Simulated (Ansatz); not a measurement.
**C5H4O2: one species, many methods**

An exercise on one series of results from a longer session: the logs are not shown, and one member is left open.

Computed with Ansatz 0.2.0, Gaussian basis. Level: functionals in def2-TZVPP, the program's frozen cores in correlated methods.

Plan: LDA (SPW92), PBE-D4, revPBE-D4, BLYP-D4, r2SCAN-D4, B97M-V, PBE0-D4, B3LYP-D4, r2SCANh-D4, r2SCAN0-D4, HSE06-D4, BHLYP-D4, CAM-B3LYP-D4, LC-ωPBE, ωB97X-V, ωB97M-V, B2PLYP, PBE-QIDH; CCSD(T)/def2-SVP; CCSD(T)/def2-TZVPP; MP2/def2-QZVPP; extrapolation to the limit; RPA on PBE.

### The geometry

The geometry comes from an earlier relaxation with PBE0-D4 in a triple-zeta def2 set; it is a stationary point, not always the lowest conformer.

SMILES `O=c1ccocc1`, 11 atoms, charge 0, spin multiplicity 1.

Atoms are counted from 1 here; the program's logs count them from 0.

Bond lengths: O1–C2 1.218 Å, C2–C3 1.460 Å, C2–C7 1.460 Å, C3–C4 1.338 Å, C3–H8 1.082 Å, C4–O5 1.346 Å, C4–H9 1.082 Å, O5–C6 1.346 Å, C6–C7 1.338 Å, C6–H10 1.082 Å, C7–H11 1.082 Å. Angles: O1–C2–C3 123.7°, O1–C2–C7 123.7°, C3–C2–C7 112.6°, C2–C3–C4 121.0°, C2–C3–H8 119.1°, C4–C3–H8 119.9°, C3–C4–O5 123.8°, C3–C4–H9 124.9°, O5–C4–H9 111.2°, C4–O5–C6 117.7°, O5–C6–C7 123.8°, O5–C6–H10 111.2°, C7–C6–H10 124.9°, C2–C7–C6 121.0°, C2–C7–H11 119.1°, C6–C7–H11 119.9°.

Set-up of the first run:

File in.yaml:

```yaml
crystal:
  periodic: [false, false, false]
  atoms:
    - {symbol: O, position_ang: [0.368274, -2.405258, -0.429529]}
    - {symbol: C, position_ang: [0.186668, -1.219266, -0.217743]}
    - {symbol: C, position_ang: [-0.411985, -0.697695, 1.007237]}
    - {symbol: C, position_ang: [-0.586450, 0.616768, 1.183542]}
    - {symbol: O, position_ang: [-0.236936, 1.547565, 0.276369]}
    - {symbol: C, position_ang: [0.320102, 1.122808, -0.872890]}
    - {symbol: C, position_ang: [0.543920, -0.164107, -1.161145]}
    - {symbol: H, position_ang: [-0.716776, -1.391153, 1.779983]}
    - {symbol: H, position_ang: [-1.022252, 1.071246, 2.063700]}
    - {symbol: H, position_ang: [0.559098, 1.953958, -1.523444]}
    - {symbol: H, position_ang: [0.996349, -0.434884, -2.106081]}
basis:
  gaussian: {orbitals: def2-TZVPP}
hamiltonian: {xc: lda}
output: {orbitals: {seedname: orbitals}}
```

On the command line:

```bash
$ ansatz run in.yaml --threads 4 --pin off --events-out ev --progress --plain --max-ram 10444MiB
```

Steps of the session up to this table: LDA; PBE-D4 (GGA); revPBE-D4 (GGA); BLYP-D4 (GGA); r2SCAN-D4 (meta-GGA); B97M-V (meta-GGA); B3LYP-D4 (hybrid); r2SCANh-D4 (hybrid); r2SCAN0-D4 (hybrid); HSE06-D4 (hybrid); BHLYP-D4 (hybrid); CAM-B3LYP-D4 (range-separated); LC-ωPBE (range-separated); ωB97X-V (range-separated); ωB97M-V (range-separated); B2PLYP (double hybrid); PBE-QIDH (double hybrid).

One table of the session follows, with a row left open; its other results are not shown here.

It belongs to the step «Frontier levels by functional». 

```
  functional  HOMO (eV)  gap (eV)
 LDA (SPW92)      -5.62      3.27
      PBE-D4      -5.44      3.34
   revPBE-D4      -5.36      3.36
     BLYP-D4      -5.35      3.38
   r2SCAN-D4      -5.76      3.80
      B97M-V      -5.92      4.05
     PBE0-D4      -7.13      5.94
    B3LYP-D4      -6.87      5.46
  r2SCANh-D4      -6.40      4.77
  r2SCAN0-D4      -7.36      6.24
    HSE06-D4      -6.72      5.15
    BHLYP-D4          ?         ?
CAM-B3LYP-D4      -8.63      8.54
     LC-ωPBE      -9.96     10.95
     ωB97X-V      -9.62     10.61
     ωB97M-V      -9.55     10.48
```

Q: Estimate the row for BHLYP-D4 from the others.

Worked estimate for «HOMO (eV)». Against the share of exact exchange, BLYP-D4 (0, -5.35), B3LYP-D4 (0.2, -6.87) give a slope of -7.60 per unit share; at 0.5 the line stands at -9.15.

As computed: HOMO (eV): -8.45; gap (eV): 8.31. In «HOMO (eV)» the line misses by -0.70.
